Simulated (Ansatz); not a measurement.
# AsH₂+ (triplet): the correlation ladder at distance As1–H2 = 2.451 Å, cc-pVDZ

How much of the correlation energy of AsH₂+ (triplet) does each wave-function method recover here?

Computed with Ansatz 0.2.0, Gaussian basis. Level: cc-pVDZ, core rule «outside noble gas», up to 14 orbitals frozen.

To be run: UHF; CCSD(T) on ROHF; CCSD(T) on UHF; BCCD(T) on ROHF; CISD; CCSDT(Q) on ROHF; CCSDT(Q) on UHF; CASSCF and MRCISD+Q, 4 electrons in 4 orbitals; CASSCF and NEVPT2, 4 electrons in 4 orbitals; CASSCF and MRCISD+Q, 6 electrons in 6 orbitals; CASSCF and NEVPT2, 6 electrons in 6 orbitals; Full CI.

14 further runs of the same task are left out: 12 that didn't finish, 2 set aside as unsound or not needed.

### 1 The system

The geometry derives from a PBE0/def2-TZVP stationary point (not a proven minimum). One bond is set to the value named and the two fragments are kept rigid. No spin-orbit coupling is included. The filled d shell of As may be among the frozen orbitals whatever the setting's name suggests; the logs give the count.

3 atoms, charge 1, spin multiplicity 3.

Atoms are counted from 1 here; the program's logs count them from 0.

Bond lengths: As1–H3 1.511 Å.

### 2 UHF

Contents of in.yaml:

```yaml
crystal:
  periodic: [false, false, false]
  atoms:
    - {symbol: As, position_ang: [0.000000, -0.025035, 0.010784]}
    - {symbol: H, position_ang: [0.000000, 1.157006, -2.136350]}
    - {symbol: H, position_ang: [0.000000, 0.703860, 1.334795]}
basis:
  gaussian: {orbitals: cc-pVDZ}
total_charge: 1
magnetization: {spin_polarized: true, initial_magnetization: 2}
hamiltonian: {xc: hf}
output: {orbitals: {seedname: orbitals}}
```

Started as:

```sh
> ansatz run in.yaml --threads 1 --pin off --events-out ev --progress --plain --max-ram 2393MiB
```

Further steps of the session: CCSD(T) on ROHF; CCSD(T) on UHF; BCCD(T) on ROHF; CISD; CCSDT(Q) on ROHF; CCSDT(Q) on UHF; CASSCF and MRCISD+Q, 4 electrons in 4 orbitals; CASSCF and NEVPT2, 4 electrons in 4 orbitals; CASSCF and MRCISD+Q, 6 electrons in 6 orbitals; CASSCF and NEVPT2, 6 electrons in 6 orbitals; Full CI.

**Question.** What will the summary of the whole plan be? Wanted: FCI below the RHF energy; RMP2 from FCI; UMP2 from FCI; RCCSD from FCI; RCCSD(T) from FCI; UCCSD(T) from FCI; RCCSDT(Q) from FCI; UCCSDT(Q) from FCI; NEVPT2 pair from FCI.

As calculated:

| quantity | value |
| --- | --- |
| FCI below the RHF energy | -2.7635 eV |
| RMP2 from FCI | +811.8 meV |
| UMP2 from FCI | +783.2 meV |
| RCCSD from FCI | +93.2 meV |
| RCCSD(T) from FCI | +34.3 meV |
| UCCSD(T) from FCI | +29.7 meV |
| RCCSDT(Q) from FCI | +0.4 meV |
| UCCSDT(Q) from FCI | -4.6 meV |
| NEVPT2 pair from FCI | +620.3 meV |
| MRCISD+Q pair from FCI | +12.1 meV |
| NEVPT2 valence from FCI | +440.0 meV |
| levels within 1 kcal/mol (43 meV) | RCCSD(T), UCCSD(T), BCCD(T), RCCSDT, UCCSDT, RCCSDT(Q), UCCSDT(Q), MRCISD+Q pair, MRCISD+Q valence |
| T1 diagnostic | 0.066 |
| effectively unpaired electrons | 2.09 |

In words: RCCSD(T) lands +34.3 meV from the yardstick (1.2 % of the correlation energy). UCCSDT, UCCSDT(Q) fall below full CI: unrestricted runs freeze a spin-polarised core, another one than full CI's, and coupled cluster isn't variational. The occupations are near whole numbers, but T1 = 0.066 shows that the orbitals relax strongly. Of the multireference levels listed MRCISD+Q valence comes nearest in total energy (+3.5 meV), which doesn't show that its space is the better one. These misses are within one basis, not against nature; the frozen cores of restricted and unrestricted runs differ, which can shift their rows.
